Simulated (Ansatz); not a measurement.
CH6O2Si2, SMILES O[SiH]1OC[SiH2]1: vertical spin-state energies, run with Ansatz 0.2.0 through its Python package.

`spin_ch6o2si2.py`
```python
# -*- coding: utf-8 -*-
"""Gap between spin states of CH6O2Si2 at one geometry."""

import ansatz as az
from ase import Atoms


def main():
    atoms = Atoms(["O", "Si", "O", "C", "Si", "H", "H", "H", "H", "H", "H"], positions=[
        (-2.0308, 0.6775, 0.4254),
        (-0.4589, 0.8857, 0.659),
        (0.2712, 1.0193, -0.8376),
        (0.6064, -0.3975, -1.0967),
        (0.7596, -0.9534, 0.7127),
        (-2.4149, 1.1681, -0.3909),
        (-0.1033, 2.0391, 1.5412),
        (-0.2769, -0.8582, -1.6191),
        (1.4359, -0.5384, -1.6581),
        (2.1725, -0.8412, 1.2264),
        (0.1044, -2.258, 1.0581),
    ])
    ch6o2si2 = az.Crystal.molecule_from_ase(atoms)

    base = (
        ch6o2si2.calculation()
        .basis(gaussian="6-31G*")
        .functional("hf")
    )
    found = {}
    for unpaired in [0, 2]:
        r = base.spin("collinear", total=unpaired).run(threads=1).report
        s = unpaired / 2
        found[unpaired] = r["free_energy_ev"]
        print(f"2S+1 = {unpaired + 1}: E = {found[unpaired]:.5f} eV, <S^2> = {abs(r['mean_field']['state']['spin_squared']):.3f} (pure state {s * (s + 1):.2f})")
    lowest = min(found, key=found.get)
    for unpaired, e in found.items():
        print(f"multiplicity {unpaired + 1}: {(e - found[lowest]):.3f} eV above the lowest")


if __name__ == "__main__":
    main()
```

Which spin state is lowest at this geometry, and how far above lie the others?

In order: multiplicity 1 (+0.00 eV) and multiplicity 3 (+6.16 eV), all at the one geometry.

What the script printed:

```console
$ python spin_ch6o2si2.py
2S+1 = 1: E = -20923.63965 eV, <S^2> = 0.000 (pure state 0.00)
2S+1 = 3: E = -20917.48189 eV, <S^2> = 2.007 (pure state 2.00)
multiplicity 1: 0.000 eV above the lowest
multiplicity 3: 6.158 eV above the lowest
```

What to keep in mind:
- Total energies depend on the basis set; only differences at equal settings carry meaning.
- The geometry is a force-field or estimated start, not a minimum of this method, and the basis set is short of its limit. All parts are taken at fixed geometry, without zero-point energy.
- Hartree-Fock leaves correlation out, so it favours high-spin states too much.
- The whole script took 21 s on 1 thread of Arm Neoverse V2, with other jobs on the host, peak memory 0.36 GiB.
